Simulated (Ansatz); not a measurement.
# V3FeCu3Ni6Pd3: the cost of one run

Method: DFT PBE, scalar-relativistic, plane waves, PAW, in Ansatz 0.2.0.

**1. The system as given**

The cell holds 16 atoms (Cu3FeNi6Pd3V3): a = 6.372 Å, b = 6.372 Å, c = 6.372 Å, α = 109.47°, β = 109.47°, γ = 109.47°.

The sites of an ideal fcc lattice, at a guessed lattice constant, take 6 Ni, 3 V, 3 Pd, 1 Fe, 3 Cu (sublattices apart by semicolons), with a shake of 0.02 Å. Warren-Cowley parameters of the first shell (negative: unlike neighbours preferred): Cu-Fe +0.11, Cu-Ni -0.04, Cu-Pd -0.04, Cu-V -0.04, Fe-Ni -0.11, Fe-Pd -0.33. In a cell this small the draw can fall short of the order aimed at.

As a file:

```
V Fe Ni Cu Pd
1.0
    -3.67911    3.67911   -3.67911
     3.67911    3.67911    3.67911
     3.67911   -3.67911   -3.67911
V Fe Ni Cu Pd
3 1 6 3 3
Direct
  0.75355 0.50223 0.75299
  0.00211 0.50430 0.50549
  0.74637 0.74924 0.50175
  0.49629 0.00073 0.49761
  0.25001 0.99659 0.75009
  0.99987 0.25781 0.75913
  0.50739 0.75833 0.75379
  0.00024 0.99820 0.00123
  0.24300 0.49745 0.24362
  0.25024 0.75189 0.99955
  0.99965 0.74864 0.25072
  0.74528 0.24933 0.99784
  0.49745 0.49451 0.99530
  0.24797 0.24757 0.49500
  0.74322 0.00149 0.24645
  0.49915 0.25068 0.24889
```

**2. Relaxing on a coarse mesh**

Cell and atoms move without symmetry, on a coarse mesh with loose thresholds.

File input.yaml:

```yaml
crystal:
  lattice:
    - [-3.6791129, 3.6791129, -3.6791129]
    - [3.6791129, 3.6791129, 3.6791129]
    - [3.6791129, -3.6791129, -3.6791129]
  atoms:
    - { symbol: V, position: [0.7535524711, 0.5022331136, 0.7529866439] }
    - { symbol: V, position: [0.0021131931, 0.5043010319, 0.5054944033] }
    - { symbol: V, position: [0.7463697023, 0.7492388979, 0.5017501008] }
    - { symbol: Fe, position: [0.4962914117, 0.0007302306, 0.497614557], spin: 4.0 }
    - { symbol: Ni, position: [0.2500147866, 0.9965894114, 0.7500884394], spin: 2.0 }
    - { symbol: Ni, position: [0.9998695413, 0.2578101737, 0.759131446], spin: 2.0 }
    - { symbol: Ni, position: [0.5073870952, 0.7583295069, 0.7537888407], spin: 2.0 }
    - { symbol: Ni, position: [0.0002370829, 0.9981975006, 0.0012290081], spin: 2.0 }
    - { symbol: Ni, position: [0.2429977891, 0.4974465975, 0.2436170549], spin: 2.0 }
    - { symbol: Ni, position: [0.2502428332, 0.7518943064, 0.9995508428], spin: 2.0 }
    - { symbol: Cu, position: [0.9996470812, 0.7486374809, 0.2507192967] }
    - { symbol: Cu, position: [0.7452806573, 0.2493274688, 0.9978383479] }
    - { symbol: Cu, position: [0.4974525621, 0.4945144261, 0.9952959256] }
    - { symbol: Pd, position: [0.2479704784, 0.2475731744, 0.495000798] }
    - { symbol: Pd, position: [0.7432165597, 0.0014916464, 0.2464494497] }
    - { symbol: Pd, position: [0.4991469554, 0.2506767852, 0.2488874057] }
  symmetry: { detect: false }
basis:
  ecutwfc: 420
kpoints:
  mp_grid: { grid: [3, 3, 3], shift: [0.0, 0.0, 0.0] }
hamiltonian:
  xc: pbe
scf:
  occupations: { method: gaussian, width: 0.1 }
  lower_state_search: "off"
output:
  forces: true
  stress: true
  eigenvalues: true
  populations: true
magnetization:
  spin_polarized: true
relax:
  adjacent_minimum: "off"
  f_tol: 0.04
  max_steps: 50
  cell: { stress_tol: 0.3 }
```

Command:

```
> ansatz run input.yaml --threads 4 --pin off --max-ram 9216MiB --backend cpu --events-out ev --progress --plain --runs-dir out
```

Q: Estimate wall time and peak memory on 4 threads of Arm Neoverse V2, shared host.

About 10 min, with a peak of 1.6 GiB.
